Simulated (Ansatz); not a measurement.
# CH5F3Si: the cost of one run

Program: Ansatz 0.2.0. Level of theory: UHF/def2-SVP. These are calculated values, not measurements.

## (1) Starting point

Bond lengths: Si1–F3 1.584 Å, Si1–F4 1.584 Å, Si1–F5 1.602 Å, Si1–C7 2.166 Å, C7–H8 1.089 Å, C7–H9 1.093 Å, C7–H10 1.088 Å. Angles: F3–Si1–F4 124.0°, F3–Si1–F5 98.5°, F3–Si1–C7 114.2°, F4–Si1–F5 98.7°, F4–Si1–C7 112.9°, F5–Si1–C7 103.0°, Si1–C7–H8 114.4°, Si1–C7–H9 105.9°, Si1–C7–H10 114.3°, H8–C7–H9 104.6°, H8–C7–H10 111.6°, H9–C7–H10 104.8°.

As a file:

```xyz
10

Si   -0.3614   -0.8299   -0.4999
H     1.3377   -0.9123    0.2980
F     0.4341   -1.0745   -1.8473
F    -0.7073   -1.9689    0.5448
F    -1.8220   -0.6199   -1.1228
H     0.9078   -0.0375    0.4142
C     0.0464    1.0786    0.4387
H     0.1509    1.0345    1.5214
H    -0.8445    1.6903    0.2731
H     0.8584    1.6396   -0.0202
```

## (2) A restrained relaxation towards end A

Springs on the bonds that form and break draw the guess towards this end; the thresholds are loose.

The input, input.yaml:

```yaml
crystal:
  periodic: [false, false, false]
  atoms:
    - { symbol: Si, position_ang: [-0.3614, -0.8299, -0.4999] }
    - { symbol: H, position_ang: [1.3377, -0.9123, 0.298] }
    - { symbol: F, position_ang: [0.4341, -1.0745, -1.8473] }
    - { symbol: F, position_ang: [-0.7073, -1.9689, 0.5448] }
    - { symbol: F, position_ang: [-1.822, -0.6199, -1.1228] }
    - { symbol: H, position_ang: [0.9078, -0.0375, 0.4142] }
    - { symbol: C, position_ang: [0.0464, 1.0786, 0.4387] }
    - { symbol: H, position_ang: [0.1509, 1.0345, 1.5214] }
    - { symbol: H, position_ang: [-0.8445, 1.6903, 0.2731] }
    - { symbol: H, position_ang: [0.8584, 1.6396, -0.0202] }
magnetization:
  spin_polarized: true
basis:
  gaussian: { orbitals: def2-SVP }
hamiltonian:
  xc: hf
relax:
  f_tol: 0.15
  max_steps: 25
  restrain:
    - { distance: [0, 6], at: 3.17, k: 30.0 }
    - { distance: [5, 1], at: 1.92, k: 30.0 }
    - { distance: [0, 1], at: 1.42, k: 30.0 }
    - { distance: [5, 6], at: 1.07, k: 30.0 }
output:
  orbitals: {}
```

On the command line:

```bash
ansatz run input.yaml --threads 2 --pin off --max-ram 3072MiB --backend cpu --events-out ev --progress --plain --runs-dir out
```

**Question.** How long does this run take on 2 threads of Intel Xeon 6975P-C (Granite Rapids), shared host, and how much memory does it need?

About 12 s, with a peak of 0.26 GiB.
